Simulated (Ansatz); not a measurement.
## C₂H₃ClFGa, SMILES F[C]1(Cl)[CH2][GaH]1: a single point in a Gaussian basis

Program: Ansatz's Python interface.

`c2h3clfga.xyz`
```text
8

F     0.39960   -0.49220    1.67600
C     0.34590   -0.34150    0.28570
Cl    1.99300   -0.36200   -0.33010
C    -0.26920    0.95910   -0.12740
Ga   -1.21060   -0.83900    0.24680
H     0.25200    1.84800    0.18800
H    -0.46810    0.96610   -1.21930
H    -0.95050   -1.79560   -0.77550
```

Script `energy.py`:
```python
from pathlib import Path
import json

import ansatz as az

mol = az.Crystal.molecule_from_extxyz('c2h3clfga.xyz')

base = (
    mol.calculation()
    .basis(gaussian='def2-SVP')
    .functional('B3LYP')
    .orbitals()
)
res = base.run(threads=1, backend='cpu', runs_dir='out')
r = res.report

print(f'E = {r["free_energy_ev"]:.6f} eV = {r["free_energy_ev"] / 27.211386246:.7f} Ha')
print('converged:', r['converged'], ' doubts:', r['published_state_doubts'] or 'none')

lines = Path(r['orbitals_path']).read_text().splitlines()
field_of = lambda key: [line.split('=')[1].strip() for line in lines if line.startswith(key)]
orbitals = [(27.211386 * float(e), s, float(n)) for e, s, n in zip(field_of('Ene='), field_of('Spin='), field_of('Occup='))]
homo = max(e for e, _, n in orbitals if n > 0.5)
lumo = min(e for e, _, n in orbitals if n < 0.5)
for e, spin, n in sorted(orbitals):
    if homo - 15 < e < lumo + 5:
        print(f'{spin:6s} {e:10.3f} eV  occupation {n:.0f}')
with open('c2h3clfga.json', 'w') as handle:
    json.dump({k: r[k] for k in ('free_energy_ev', 'reference_energy_ev', 'n_occupied', 'n_virtual')}, handle, indent=1)
```

```console
$ python energy.py
E = -69721.218391 eV = -2562.2075171 Ha
converged: True  doubts: none
Alpha     -20.351 eV  occupation 2
Alpha     -16.698 eV  occupation 2
Alpha     -14.850 eV  occupation 2
Alpha     -13.599 eV  occupation 2
Alpha     -13.405 eV  occupation 2
Alpha     -11.871 eV  occupation 2
Alpha     -11.104 eV  occupation 2
Alpha     -10.625 eV  occupation 2
Alpha      -8.986 eV  occupation 2
Alpha      -8.654 eV  occupation 2
Alpha      -6.943 eV  occupation 2
Alpha      -6.207 eV  occupation 2
Alpha      -3.449 eV  occupation 0
Alpha      -0.780 eV  occupation 0
Alpha       1.236 eV  occupation 0
```

`c2h3clfga.json`, as written:
```json
{
 "free_energy_ev": -69721.21839141185,
 "reference_energy_ev": -69721.21839141185,
 "n_occupied": [
  36,
  36
 ],
 "n_virtual": [
  71,
  71
 ]
}
```

What to keep in mind:
- Total energies depend on the basis set; only differences at equal settings carry meaning.
- The geometry is a force-field or estimated start, not a minimum of this method, and the basis set is short of its limit.
- Alpha marks a spatial orbital of a restricted run, filled by both spins.
- b3lyp holds the VWN-RPA fit, as in Gaussian; the form of ORCA and Turbomole is b3lyp5.
- Levels such as HOMO and LUMO are orbital energies: with these approximate functionals they aren't the ionisation energy and electron affinity, and their gap isn't the fundamental gap.
- The whole script took 4.2 s on 1 thread of Intel(R) Xeon(R) Platinum 8375C CPU @ 2.90GHz (Ice Lake), on a shared host, peak memory 0.31 GiB.

(Lines on the test bed's own set-up are left out of the output.)
